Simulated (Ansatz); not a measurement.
# AlGaH (doublet): from Hartree-Fock to the top rungs at scale of all distances = 1.972, 6-31G

Aim: climb from Hartree-Fock through coupled cluster and multireference methods for AlGaH (doublet) at one geometry and basis, and see what each rung misses.

Program: Ansatz 0.2.0, Gaussian basis. Level of theory: 6-31G, core rule «outside noble gas», up to 19 orbitals frozen. These are calculated values, not measurements.

The runs, in order: UHF; CCSD(T) on ROHF; CCSD(T) on UHF; BCCD(T) on ROHF; CISD; CCSDT(Q) on ROHF; CCSDT(Q) on UHF; CASSCF and MRCISD+Q, 3 electrons in 3 orbitals; CASSCF and NEVPT2, 3 electrons in 3 orbitals; CASSCF and MRCISD+Q, 7 electrons in 9 orbitals; CASSCF and NEVPT4(SD), 7 electrons in 9 orbitals; CASSCF and NEVPT2, 7 electrons in 9 orbitals; Full CI.

21 further runs of the same task are left out: 2 for a known fault of the program, 12 that didn't finish, 7 set aside as unsound or not needed.

### 1 The system

The geometry derives from a PBE0/def2-TZVP stationary point (not a proven minimum). All distances are scaled together. No spin-orbit coupling is included. The filled d shell of Ga may be among the frozen orbitals whatever the setting's name suggests; the logs give the count.

3 atoms, charge 0, spin multiplicity 2.

Atoms are counted from 1 here; the program's logs count them from 0.

No contacts short enough for the rule that draws bonds.

### 2 UHF

Input file in.yaml:

```yaml
crystal:
  periodic: [false, false, false]
  atoms:
    - {symbol: Al, position_ang: [0.000000, 0.000000, 0.689345]}
    - {symbol: Ga, position_ang: [0.000000, 0.000000, -4.576881]}
    - {symbol: H, position_ang: [0.000000, 0.000000, 3.887535]}
basis:
  gaussian: {orbitals: 6-31G}
magnetization: {spin_polarized: true, initial_magnetization: 1}
hamiltonian: {xc: hf}
output: {orbitals: {seedname: orbitals}}
```

Command:

```bash
$ ansatz run in.yaml --threads 1 --pin off --events-out ev --progress --plain --max-ram 2393MiB
```

The runs that follow: CCSD(T) on ROHF; CCSD(T) on UHF; BCCD(T) on ROHF; CISD; CCSDT(Q) on ROHF; CCSDT(Q) on UHF; CASSCF and MRCISD+Q, 3 electrons in 3 orbitals; CASSCF and NEVPT2, 3 electrons in 3 orbitals; CASSCF and MRCISD+Q, 7 electrons in 9 orbitals; CASSCF and NEVPT4(SD), 7 electrons in 9 orbitals; CASSCF and NEVPT2, 7 electrons in 9 orbitals; Full CI.

Before running them: what should the planned runs give, taken together? Wanted: FCI below the RHF energy; RMP2 from FCI; UMP2 from FCI; RCCSD from FCI; RCCSD(T) from FCI; UCCSD(T) from FCI; RCCSDT(Q) from FCI; UCCSDT(Q) from FCI; NEVPT2 pair from FCI.

**Answer**, as computed:

| quantity | value |
| --- | --- |
| FCI below the RHF energy | -3.0180 eV |
| RMP2 from FCI | +129.2 kJ/mol |
| UMP2 from FCI | +98.7 kJ/mol |
| RCCSD from FCI | +4.6 kJ/mol |
| RCCSD(T) from FCI | +0.9 kJ/mol |
| UCCSD(T) from FCI | +1.8 kJ/mol |
| RCCSDT(Q) from FCI | +0.1 kJ/mol |
| UCCSDT(Q) from FCI | 0.0 kJ/mol |
| NEVPT2 pair from FCI | +64.0 kJ/mol |
| NEVPT2 valence from FCI | +13.6 kJ/mol |
| NEVPT4(SD) valence from FCI | +3.1 kJ/mol |
| levels within 1 kcal/mol (43 meV) | RCCSD(T), UCCSD(T), BCCD(T), RCCSDT, UCCSDT, RCCSDT(Q), UCCSDT(Q), NEVPT4(SD) valence, MRCISD valence, MRCISD+Q valence |
| T1 diagnostic | 0.060 |
| effectively unpaired electrons | 1.66 |

In words: RCCSD(T) misses by +0.9 kJ/mol, 0.3 % of the correlation energy. The occupations show some static correlation. Of the multireference levels listed MRCISD+Q valence comes nearest in total energy (+0.5 kJ/mol), which doesn't show that its space is the better one. Coupled cluster took another determinant than the lowest Hartree-Fock one. These misses are within one basis, not against nature; the frozen cores of restricted and unrestricted runs differ, which can shift their rows.
